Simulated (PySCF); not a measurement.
# Towards the basis-set limit for AgCl

An exercise on one series of results from a longer session: the logs are not shown, and one member is left open.

Computed with PySCF 2.14.0. Level: CCSD(T) on RHF, scalar-relativistic core potentials.

2 further runs of the same task are left out: 2 set aside as unsound or not needed.

The first run:

| Item | Value |
| --- | --- |
| molecule | AgCl |
| state | singlet, unpaired electrons none |
| smaller basis | Ag cc-pVTZ-PP with ECP28, Cl cc-pV(T+d)Z |
| larger basis | Ag cc-pVQZ-PP with ECP28, Cl cc-pV(Q+d)Z |
| frozen core orbitals | 9 |
| extrapolation | correlation as n⁻³ (n = 3, 4), Hartree–Fock as (n+1)·exp(−9√n) |
| corrections | none |
| distances (Å) | 2.0234, 2.1154, 2.2074, 2.2993, 2.3913, 2.5063, 2.6212 |
| masses (u) | 106.9051, 34.9689 |
| dissociation limit | Ag + Cl |

The run is started by

```console
$ OMP_NUM_THREADS=4 python comp.py task.json out
```

Among the steps run: Coupled cluster at each distance.

One table of the session follows, with a row left open; its other results are not shown here.

It belongs to the step «Coupled cluster at each distance». Parts of the energy along the bond, in eV from Ag + Cl:

| R (Å) | HF/CBS | CCSD corr. | (T) |
| --- | --- | --- | --- |
| 2.0234 | -1.257 | -1.243 | -0.1584 |
| 2.1154 | ? | ? | ? |
| 2.2074 | -2.060 | -1.016 | -0.1294 |
| 2.2993 | -2.199 | -0.928 | -0.1190 |
| 2.3913 | -2.231 | -0.853 | -0.1107 |
| 2.5063 | -2.168 | -0.776 | -0.1030 |
| 2.6212 | -2.033 | -0.713 | -0.0976 |

Q: Estimate the row for R (Å) = 2.1154 from the others.

Worked estimate for «HF/CBS». A straight line through the neighbours (2.0234, -1.257) and (2.2074, -2.060) gives -1.257 + (-2.060 + 1.257) × (2.1154 − 2.0234) / (2.2074 − 2.0234) = -1.659; a parabola fitted to 3 rows on both sides gives -1.746.

The run gave: HF/CBS: -1.767; CCSD corr.: -1.120; (T): -0.1424. In «HF/CBS» the line misses by +0.108 and the parabola by +0.021.
